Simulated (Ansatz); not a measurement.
# PbS2: a single-point run

Aim: a sound single-point run of PbS2. The structure is shown as the input types it. The cell is built on a prototype (fluorite) and needn't be the phase found in nature.

Computed with Ansatz 0.2.0 (density functional or hybrid calculation with the settings of its input, plane waves (as first typed), unless a step's input says otherwise).

4 further runs of the same task are left out: 4 that didn't finish.

### 1 The system as given

Symmetry: Fm-3m, No. 225, cubic system. Conventional cell: a = 6.730 Å, b = 6.730 Å, c = 6.730 Å, α = 90.00°, β = 90.00°, γ = 90.00°. Pb (site symmetry m-3m) has 8 S at 2.91 Å as nearest neighbours. S (site symmetry -43m) is surrounded by 4 Pb at 2.91 Å.

As a file:

```cif
data_structure
_symmetry_space_group_name_H-M 'Fm-3m'
_symmetry_Int_Tables_number 225
_cell_length_a 6.7304
_cell_length_b 6.7304
_cell_length_c 6.7304
_cell_angle_alpha 90.000
_cell_angle_beta 90.000
_cell_angle_gamma 90.000
_cell_volume 304.88
loop_
_atom_site_label
_atom_site_type_symbol
_atom_site_symmetry_multiplicity
_atom_site_Wyckoff_symbol
_atom_site_fract_x
_atom_site_fract_y
_atom_site_fract_z
_atom_site_occupancy
Pb1 Pb 4 a 0.00000 0.00000 0.00000 1
S1 S 8 c 0.25000 0.75000 0.75000 1
```

### 2 The run

input.yaml

```yaml
crystal:
  lattice:
    - [0.0, 3.3652050266, 3.3652050266]
    - [3.3652050266, 0.0, 3.3652050266]
    - [3.3652050266, 3.3652050266, 0.0]
  atoms:
    - { symbol: Pb, position: [0.0, 0.0, 0.0] }
    - { symbol: S, position: [0.25, 0.25, 0.25] }
    - { symbol: S, position: [0.75, 0.75, 0.75] }
kpoints:
  mp_grid: { grid: [4, 4, 4] }
hamiltonian:
  xc: r2scan
scf:
  occupations: { method: gaussian, width: 1.5 }
  n_extra_bands: 4
output:
  forces: true
  stress: true
  eigenvalues: true
```

Launch:

```console
$ ansatz run input.yaml --threads 4 --pin off --max-ram 3686MiB --backend cpu --events-out ev --progress --plain --runs-dir out
```

Q: Will this input give a usable result? If not, why, and what should change?

The program finished normally. Convergence says nothing about whether the input makes sense.

Look at the input: scf.occupations.method is gaussian; scf.occupations.width is 1.5. The width is far wider than usual, so occupations near the Fermi level are blurred and the entropy term grows.

The test: set scf.occupations.method to fermi_dirac and scf.occupations.width to 0.02.
